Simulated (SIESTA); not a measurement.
The system is Pb2O.

```
Pb O
1.0
     5.38000    0.00000    0.00000
     0.00000    5.38000    0.00000
     0.00000    0.00000    5.38000
Pb O
4 2
Direct
  0.75000 0.25000 0.75000
  0.25000 0.75000 0.75000
  0.75000 0.75000 0.25000
  0.25000 0.25000 0.25000
  0.50000 0.50000 0.50000
  0.00000 0.00000 0.00000
```

```yaml
Program: SIESTA 5.4.2
Task: single point
Functional: PBEsol
Potentials_or_basis: PseudoDojo 0.4 standard (PBEsol files)
Basis: DZP (energy shift 0.003 Ry; two zetas on semicore shells)
Grid_cutoff: 800 Ry
Energy_shift: 0.003 Ry
k_mesh: 5 × 5 × 5
Occupations: fermi-dirac, width 0.05 eV
Spin: no spin polarisation
```

On this cell: pressure 1.3 GPa; largest force zero by symmetry; band gap on the k mesh none (metal or under the smearing width).

The same run follows on a disturbed copy (atoms moved at random, drawn with an rms of 0.05 Å):

```
Pb O
1.0
     5.38000    0.00000    0.00000
     0.00000    5.38000    0.00000
     0.00000    0.00000    5.38000
Pb O
4 2
Direct
  0.73789 0.26198 0.75438
  0.25831 0.74850 0.74688
  0.74786 0.75082 0.25255
  0.25300 0.24689 0.25471
  0.49607 0.49439 0.50659
  0.99437 0.00074 0.99937
```

What does the disturbed cell give?

The energy (extrapolated to zero smearing) moves by +9.9 meV/atom; pressure 1.6 GPa; largest force 0.919 eV/Å; band gap on the k mesh none (metal or under the smearing width).

Forces on the atoms (eV/Å):
```
Pb   0.571 -0.499  0.520
Pb  -0.451  0.486  0.419
Pb   0.165  0.155 -0.159
Pb  -0.299 -0.276 -0.322
O   -0.046  0.217 -0.453
O    0.061 -0.083 -0.006
```

Stress tensor (GPa, compression positive):
```
 1.56 -0.66  0.52
-0.66  1.59 -0.10
 0.52 -0.10  1.60
```

Caveats: the basis of atomic orbitals isn't converged, which shifts pressures, moduli and gaps.
